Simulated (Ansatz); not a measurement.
# NaAuI2: the cost of one run

Method: DFT PBE, scalar-relativistic, plane waves, PAW, in Ansatz 0.2.0.

## (1) The starting structure

It takes space group P4/mmm (No. 123, tetragonal). The conventional cell has a = 5.544 Å, b = 5.544 Å, c = 3.691 Å, α = 90.00°, β = 90.00°, γ = 90.00°. Around Na (site symmetry 4/mmm) lie 8 I at 3.33 Å and 2 Na at 3.69 Å. Au (site symmetry 4/mmm) is surrounded by 4 I at 2.77 Å. I (site symmetry mmm) has 2 Au at 2.77 Å and 4 Na at 3.33 Å as nearest neighbours.

As a file:

```cif
data_structure
_symmetry_space_group_name_H-M 'P4/mmm'
_symmetry_Int_Tables_number 123
_cell_length_a 5.5440
_cell_length_b 5.5440
_cell_length_c 3.6914
_cell_angle_alpha 90.000
_cell_angle_beta 90.000
_cell_angle_gamma 90.000
_cell_volume 113.46
loop_
_atom_site_label
_atom_site_type_symbol
_atom_site_symmetry_multiplicity
_atom_site_Wyckoff_symbol
_atom_site_fract_x
_atom_site_fract_y
_atom_site_fract_z
_atom_site_occupancy
Na1 Na 1 d 0.50000 0.50000 0.50000 1
Au1 Au 1 a 0.00000 0.00000 0.00000 1
I1 I 2 f 0.50000 0.00000 0.00000 1
```

The cell is invented: perovskite family, infinite layers (P4/mmm, No. 123). The dimensions are guesses.

## (2) The guess as it stands, on a coarse mesh

File input.yaml:

```yaml
crystal:
  lattice:
    - [5.544, 0.0, 0.0]
    - [0.0, 5.544, 0.0]
    - [0.0, 0.0, 3.69141761]
  atoms:
    - { symbol: Na, position: [0.5, 0.5, 0.5] }
    - { symbol: Au, position: [0.0, 0.0, 0.0] }
    - { symbol: I, position: [0.5, 0.0, 0.0] }
    - { symbol: I, position: [0.0, 0.5, 0.0] }
basis:
  ecutwfc: 420
kpoints:
  mp_grid: { grid: [4, 4, 6] }
hamiltonian:
  xc: pbe
scf:
  occupations: { method: gaussian, width: 0.1 }
  lower_state_search: "off"
output:
  forces: true
  stress: true
  eigenvalues: true
```

Command:

```bash
> ansatz run input.yaml --threads 1 --pin off --max-ram 2048MiB --backend cpu --events-out ev --progress --plain --runs-dir out
```

**Question.** How long does this run take on 1 thread of Arm Neoverse V1, shared host, and how much memory does it need?

About 6.3 s, with a peak of 0.4 GiB.
